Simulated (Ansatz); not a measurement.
# BiIr: pressure up to the limit of the methods

How does BiIr (zincblende type) answer strong compression? The runs shown use PAW. Its runs: cell relaxed at zero pressure (PAW); volume scaled by 1 (PAW); volume scaled by 0.92 (PAW); volume scaled by 0.84 (PAW); volume scaled by 0.76 (PAW); volume scaled by 0.68 (PAW); volume scaled by 0.6 (PAW); volume scaled by 0.52 (PAW); volume scaled by 0.45 (PAW and PAW (cutoff 250 eV)).

Method: DFT, PBEsol, PAW with Ansatz's default frozen-core files, scalar-relativistic, in Ansatz 0.2.0.

1 further run of the same task is left out (for a known fault of the program). Runs told in other sessions of the task aren't counted.

## (1) The starting structure

Symmetry: F-43m, No. 216, cubic system. The conventional cell has a = 6.214 Å, b = 6.214 Å, c = 6.214 Å, α = 90.00°, β = 90.00°, γ = 90.00°. Ir (site symmetry -43m) is surrounded by 4 Bi at 2.69 Å. Bi (site symmetry -43m) has 4 Ir at 2.69 Å in its first shell of neighbours.

Coordinates:

```
CELL_PARAMETERS angstrom
0.00000 3.10723 3.10723
3.10723 0.00000 3.10723
3.10723 3.10723 0.00000
ATOMIC_POSITIONS crystal
Ir 0.00000 0.00000 0.00000
Bi 0.25000 0.25000 0.25000
```

Whether this phase is the stable one at these pressures isn't tested.

Atoms are numbered in the order of the input: Ir1, Bi2.

## (2) Cell relaxed at zero pressure, PAW

input.yaml

```yaml
crystal:
  lattice:
    - [0.0, 3.107232506, 3.107232506]
    - [3.107232506, 0.0, 3.107232506]
    - [3.107232506, 3.107232506, 0.0]
  atoms:
    - { symbol: Ir, position: [0.0, 0.0, 0.0] }
    - { symbol: Bi, position: [0.25, 0.25, 0.25] }
kpoints:
  mp_grid: { grid: [12, 12, 12] }
scf:
  occupations: { method: fermi_dirac, width: 0.1 }
hamiltonian:
  xc: pbesol
  pseudopotentials: { kind: paw }
output:
  forces: true
  stress: true
relax:
  f_tol: 0.005
  max_steps: 40
  cell: {}
```

Launch:

```
> ansatz run input.yaml --threads 1 --pin off --max-ram 2048MiB --backend cpu --events-out ev --progress --plain --runs-dir out
```

The runs that follow: Volume scaled by 1, PAW; Volume scaled by 0.92, PAW; Volume scaled by 0.84, PAW; Volume scaled by 0.76, PAW; Volume scaled by 0.68, PAW; Volume scaled by 0.6, PAW; Volume scaled by 0.52, PAW; Volume scaled by 0.45, PAW; Volume scaled by 0.45, PAW (cutoff 250 eV).

What does the calculation give? Wanted: PAW pressure at 0.45 of the volume; fitted bulk modulus at zero pressure.

**Answer**, as computed:

| quantity | value |
| --- | --- |
| PAW pressure at 0.45 of the volume | 520.9 GPa |
| PAW (cutoff 250 eV) pressure at 0.45 of the volume | 526.3 GPa |
| fitted bulk modulus at zero pressure (PAW) | 105 GPa |
| its pressure derivative | 4.49 |

In words: By PAW the pressure climbs to 521 GPa at 0.45 of the first volume. A third-order Birch-Murnaghan curve fits the range only roughly (B₀ = 105 GPa, B′ = 4.49, misfit at most 3.24 GPa). A fit over so wide a range leans to the high pressures, so B₀ can be off by several per cent. No all-electron run checks these rows here, and frozen cores can fail under such compression. The ions are at rest, and the electrons smeared by 0.1 eV. Spin-orbit coupling is left out, though the cell holds Bi; in elements this heavy it can shift bands and gaps by tenths of an eV.

At pressures up to 526 GPa the PAW spheres may overlap and frozen cores may not hold, so those PAW values are rough without an all-electron check.
